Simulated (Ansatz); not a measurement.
# Ge₄H₁₂F₂ (built from SMILES F.F.[GeH3][GeH]([GeH3])[GeH3]): molecular dynamics

Aim: follow the atoms for 30 steps of 0.25 fs with a Nosé-Hoover thermostat, with velocities drawn for 300 K, and see to which side of the barrier the system falls.

Program: Ansatz 0.2.0, Gaussian basis. Level of theory: PBE0-D4/def2-SVP. These are calculated values, not measurements.

**1. Where the work starts**

The start, a first-order saddle point found at PBE0-D4 in triple zeta: 18 atoms, charge 0, spin multiplicity 1.

Atoms are counted from 1 here; the program's logs count them from 0.

Bond lengths: Ge1–Ge2 2.420 Å, Ge1–Ge3 2.428 Å, Ge1–Ge4 2.428 Å, Ge1–H5 1.538 Å, Ge2–F7 2.144 Å, Ge2–H10 1.565 Å, Ge2–H11 1.821 Å, Ge2–H12 1.531 Å, Ge3–H13 1.538 Å, Ge3–H14 1.531 Å, Ge3–H15 1.535 Å, Ge4–H16 1.537 Å, Ge4–H17 1.538 Å, Ge4–H18 1.536 Å, H6–F7 1.178 Å, H6–F9 1.093 Å. Angles: Ge2–Ge1–Ge3 108.1°, Ge2–Ge1–Ge4 108.4°, Ge2–Ge1–H5 107.1°, Ge3–Ge1–Ge4 111.1°, Ge3–Ge1–H5 111.1°, Ge4–Ge1–H5 110.9°, Ge1–Ge2–F7 84.5°, Ge1–Ge2–H10 108.9°, Ge1–Ge2–H11 116.5°, Ge1–Ge2–H12 126.2°, F7–Ge2–H10 154.3°, F7–Ge2–H11 78.9°, F7–Ge2–H12 81.9°, H10–Ge2–H11 75.6°, H10–Ge2–H12 105.3°, H11–Ge2–H12 111.4°, Ge1–Ge3–H13 108.2°, Ge1–Ge3–H14 110.6° and more.

Coordinates:

```
Ge   -0.60498   -0.01529   -0.92144
Ge   -0.88021    0.83082    1.32910
Ge    1.74935   -0.50240   -1.26113
Ge   -1.95643   -2.01867   -1.15681
H    -1.08655    1.08600   -1.88031
H     1.41768    2.25031    0.94625
F     0.30458    2.47732    0.63477
H     1.26642    1.06083    2.05726
F     2.27877    1.76762    1.41607
H    -1.21279   -0.36433    2.28278
H     0.56822    0.70900    2.42603
H    -1.81371    1.96448    1.76162
H     1.87933   -1.39552   -2.50677
H     2.54284    0.79156   -1.45901
H     2.27107   -1.27270   -0.04006
H    -1.90922   -2.49931   -2.61607
H    -3.41886   -1.74774   -0.76556
H    -1.39561   -3.12167   -0.24672
```

**2. The run**

Input file md/in.yaml:

```yaml
crystal:
  periodic: [false, false, false]
  atoms:
    - {symbol: Ge, position_ang: [-0.604983, -0.015286, -0.921440]}
    - {symbol: Ge, position_ang: [-0.880211, 0.830822, 1.329100]}
    - {symbol: Ge, position_ang: [1.749353, -0.502402, -1.261128]}
    - {symbol: Ge, position_ang: [-1.956431, -2.018675, -1.156814]}
    - {symbol: H, position_ang: [-1.086554, 1.085999, -1.880312]}
    - {symbol: H, position_ang: [1.417684, 2.250306, 0.946255]}
    - {symbol: F, position_ang: [0.304576, 2.477322, 0.634773]}
    - {symbol: H, position_ang: [1.266424, 1.060826, 2.057262]}
    - {symbol: F, position_ang: [2.278774, 1.767618, 1.416070]}
    - {symbol: H, position_ang: [-1.212794, -0.364332, 2.282776]}
    - {symbol: H, position_ang: [0.568218, 0.709005, 2.426031]}
    - {symbol: H, position_ang: [-1.813706, 1.964477, 1.761619]}
    - {symbol: H, position_ang: [1.879327, -1.395523, -2.506768]}
    - {symbol: H, position_ang: [2.542838, 0.791556, -1.459014]}
    - {symbol: H, position_ang: [2.271071, -1.272700, -0.040056]}
    - {symbol: H, position_ang: [-1.909218, -2.499306, -2.616074]}
    - {symbol: H, position_ang: [-3.418857, -1.747742, -0.765559]}
    - {symbol: H, position_ang: [-1.395611, -3.121665, -0.246720]}
basis:
  gaussian: {orbitals: def2-SVP}
hamiltonian: {xc: pbe0, dispersion: d4}
md: {n_steps: 30, timestep: 0.25, temperature: 300, ensemble: nvt_nose_hoover, seed: 943, initial_velocities: maxwell_boltzmann}
```

The run is started by

```
$ ansatz run in.yaml --threads 4 --pin off --events-out ev --progress --plain --max-ram 63488MiB --backend cuda --devices 0, --max-vram 37GiB
```

Before running it: what results should come out? Wanted: temperature at the start; mean temperature, second half; lowest and highest potential energy, from the first frame; largest change of potential + kinetic; bonds lost by distance.

**Answer**, as computed:

```
                                                 quantity             value
                                                   length  30 steps, 7.5 fs
                                 temperature at the start             300 K
                            mean temperature, second half             224 K
lowest and highest potential energy, from the first frame     0 and 182 meV
                    largest change of potential + kinetic           0.5 meV
                                   bonds lost by distance            H8–H11
```

The thermostat trades energy with the molecule, so the sum of potential and kinetic energy isn't conserved: it changes by +1 meV over the run. The mean temperature of the second half is still well below the 300 K set. The temperature runs between 212 and 300 K.
